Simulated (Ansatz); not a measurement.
# BaTiO3: the cost of one run

Method: DFT, PBE, plane-wave PAW, default files, scalar-relativistic, frozen cores, as far as a step names no other, in Ansatz 0.2.0.

## Step 1: Starting point

The structure is tetragonal, space group P4mm (No. 99). The conventional cell has a = 4.000 Å, b = 4.000 Å, c = 4.018 Å, α = 90.00°, β = 90.00°, γ = 90.00°. Ba (site symmetry 4mm) has 12 O at 2.79 to 2.88 Å as nearest neighbours. Ti (site symmetry 4mm) has 6 O at 1.87 to 2.15 Å as nearest neighbours. O (site symmetry 4mm) has 2 Ti at 1.87 to 2.15 Å as nearest neighbours. O (site symmetry 2mm) has 2 Ti at 2.00 Å and 4 Ba at 2.79 to 2.88 Å as nearest neighbours.

Structure file:

```xyz
5
Lattice="3.9998 0.0000 0.0000 0.0000 3.9998 0.0000 0.0000 0.0000 4.0180" Properties=species:S:1:pos:R:3 pbc="T T T"
Ba    0.0000    0.0000    0.0000
Ti    1.9999    1.9999    1.9367
O     1.9999    1.9999    0.0643
O     1.9999    0.0000    2.0693
O     0.0000    1.9999    2.0693
```

The earlier run gave: gap on the mesh 1.84 eV, largest force 0.351 eV/Å, pressure 2.7 GPa.

The printed gradients, by site:

| site | atoms | first shell | V_zz (10²¹ V/m²) | η | C_Q (MHz) |
| --- | --- | --- | --- | --- | --- |
| Ba | 1 | 12 O at 2.79–2.88 Å | -0.43 | 0.00 | -2.48 (¹³⁷Ba) |
| Ti | 2 | 6 O at 1.87–2.15 Å | -0.15 | 0.00 | -0.900 (⁴⁹Ti) |
| O3 | 3 | 2 Ti at 1.87–2.15 Å, angle 180°; also 4 Ba at 2.83 Å | 1.80 | 0.00 | -1.11 (¹⁷O) |
| O4 | 4, 5 | 2 Ti at 2.00 Å, angle 172°; also 4 Ba at 2.79–2.88 Å | 2.90 | 0.03 | -1.80 (¹⁷O) |

V_zz is the principal component of the electric field gradient with the largest magnitude, η = (V_xx − V_yy)/V_zz and C_Q = eQV_zz/h. Q values from Pyykkö, Mol. Phys. 116, 1328 (2018).

## Step 2: Ions relaxed at fixed cell

File input.yaml:

```yaml
crystal:
  lattice:
    - [3.9998, 0.0, 0.0]
    - [0.0, 3.9998, 0.0]
    - [0.0, 0.0, 4.018]
  atoms:
    - { symbol: Ba, position: [0.0, 0.0, 0.0] }
    - { symbol: Ti, position: [0.5, 0.5, 0.482] }
    - { symbol: O, position: [0.5, 0.5, 0.016] }
    - { symbol: O, position: [0.5, 0.0, 0.515] }
    - { symbol: O, position: [0.0, 0.5, 0.515] }
kpoints:
  mp_grid: { grid: [8, 8, 8] }
scf:
  occupations: { method: fermi_dirac, width: 0.02 }
hamiltonian:
  xc: pbe
  pseudopotentials: { kind: paw, frozen_core: stored }
output:
  forces: true
  stress: true
  populations: true
  efg: { quadrupole_moments_barn: { Ba: 0.236, Ti: 0.247, O: -0.02558 } }
relax:
  f_tol: 0.02
  max_steps: 60
```

The run is started by

```
$ ansatz run input.yaml --threads 1 --pin off --max-ram 3072MiB --backend cpu --events-out ev --progress --plain --runs-dir out
```

What time and memory should one allow on 1 thread of Intel Xeon at 2.50GHz (Skylake/Cascade Lake), shared host?

About 2.1 min, with a peak of 0.48 GiB.
